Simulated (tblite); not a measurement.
# C3H10GaNSi: the cost of one run

The runs use tblite 0.8.0 and PySCF 2.14.0, with density-fitted response routines of our own; the level of theory stands in each step. All values are computed, except where a source is named. Atoms count from 0, in the outputs and in this text.

## (1) Starting geometry

16 atoms, charge 0, multiplicity 1; geometry from: force field or distance geometry start.

Bonds of the start (Å): C0–C1 1.48, C1–N2 1.15, N2–Ga3 1.89, Ga3–C4 2.00, C4–Si5 1.84, C0–H6 1.12, C0–H7 1.12, C0–H8 1.11, Ga3–H9 1.60, Ga3–H10 1.62, C4–H11 1.12, C4–H12 1.13, Si5–H13 1.48, Si5–H14 1.48, Si5–H15 1.44.

## (2) Geometry optimisation with GFN2-xTB

Job settings and geometry (Å):

```
{"job": {"kind": "relax", "xc": "GFN2-xTB", "basis": "xTB"}, "charge": 0, "multiplicity": 1}
C      3.580400    -0.201600     0.577000
C      2.256800    -0.090000    -0.082300
N      1.230000     0.003000    -0.595400
Ga    -0.436900     0.205700    -1.458300
C     -1.753300     0.804400    -0.079900
Si    -2.717400    -0.559200     0.698600
H      3.651700    -1.153000     1.163300
H      3.662300     0.638900     1.312900
H      4.402400    -0.123700    -0.169700
H     -0.389500     1.349200    -2.579800
H     -0.894200    -1.170800    -2.177500
H     -2.445300     1.585600    -0.490500
H     -1.167900     1.308600     0.740600
H     -4.046500    -0.008300     1.043000
H     -2.050800    -0.837900     1.995700
H     -2.889600    -1.742000    -0.106900
```

The run is started by

```
$ OMP_NUM_THREADS=1 python probes_run.py task.json out
```

This one command runs all jobs of the session in turn.

**Question.** How long does this first job take on 1 thread of Intel Xeon at 2.50GHz, shared host, and how much memory does it need?

About 2 s, with a peak of 0.18 GiB.
